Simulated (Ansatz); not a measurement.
**GeH₂O+ (doublet): wave-function methods side by side, cc-pVDZ**

The task here is to estimate one member of a computed series from the others.

Computed with Ansatz 0.2.0, Gaussian basis. Level: cc-pVDZ, core rule «outside noble gas», up to 15 orbitals frozen.

Plan: UHF; CCSD(T) on ROHF; CCSD(T) on UHF; BCCD(T) on ROHF; CISD; CCSDT(Q) on ROHF; CCSDT(Q) on UHF; CASSCF and MRCISD+Q, 11 electrons in 10 orbitals; CASSCF and NEVPT4(SD), 11 electrons in 10 orbitals; CASSCF and NEVPT2, 11 electrons in 10 orbitals.

7 further runs of the same task are left out: 3 for a known fault of the program, 4 set aside as unsound or not needed.

## What is computed

The geometry is a PBE0/def2-TZVP stationary point (not a proven minimum) of the parent state, kept for this charge and spin. No spin-orbit coupling is included. The filled d shell of Ge may be among the frozen orbitals whatever the setting's name suggests; the logs give the count.

4 atoms, charge 1, spin multiplicity 2.

Atoms are counted from 1 here; the program's logs count them from 0.

Bond lengths: Ge1–O2 1.632 Å, Ge1–H3 1.542 Å, Ge1–H4 1.542 Å. Angles: O2–Ge1–H3 123.4°, O2–Ge1–H4 123.4°, H3–Ge1–H4 113.2°.

The first run:

Contents of in.yaml:

```yaml
crystal:
  periodic: [false, false, false]
  atoms:
    - {symbol: Ge, position_ang: [0.000000, 0.000000, 0.269193]}
    - {symbol: O, position_ang: [0.000000, 0.000000, -1.363087]}
    - {symbol: H, position_ang: [0.000000, 1.286605, 1.118308]}
    - {symbol: H, position_ang: [0.000000, -1.286605, 1.118308]}
basis:
  gaussian: {orbitals: cc-pVDZ}
total_charge: 1
magnetization: {spin_polarized: true, initial_magnetization: 1}
hamiltonian: {xc: hf}
output: {orbitals: {seedname: orbitals}}
```

The run is started by

```sh
$ ansatz run in.yaml --threads 1 --pin off --events-out ev --progress --plain --max-ram 4096MiB --backend cpu
```

Among the steps run: UHF; CCSD(T) on ROHF; CCSD(T) on UHF; BCCD(T) on ROHF; CISD; CCSDT(Q) on ROHF; CCSDT(Q) on UHF; CASSCF and MRCISD+Q, 11 electrons in 10 orbitals; CASSCF and NEVPT4(SD), 11 electrons in 10 orbitals; CASSCF and NEVPT2, 11 electrons in 10 orbitals.

One table of the session follows, with a row left open; its other results are not shown here.

| method | from UCCSDT(Q) (meV) |
| --- | --- |
| ROHF | ? |
| UHF | +6982.3 |
| RMP2 | +1056.5 |
| UMP2 | +1046.4 |
| RCCSD | +228.4 |
| UCCSD | +225.8 |
| RCCSD(T) | +56.2 |
| UCCSD(T) | +55.7 |
| BCCD(T) | +54.3 |
| RCCSDT | +20.2 |
| UCCSDT | +19.5 |
| RCCSDT(Q) | +3.8 |
| UCCSDT(Q) | 0 |
| CASSCF valence | +4384.5 |
| NEVPT2 valence | +894.2 |
| NEVPT4(SD) valence | +114.7 |
| MRCISD valence | +235.0 |
| MRCISD+Q valence | +31.1 |

Q: Estimate the row for ROHF from the others.

As computed: from UCCSDT(Q) (meV): +7102.8. In the column «from UCCSDT(Q) (meV)» it is the highest.

To keep in mind: Restricted and unrestricted rows rest on different reference determinants; where their highest levels disagree by more than a few hundredths of an eV, they describe different states and don't form one ladder.
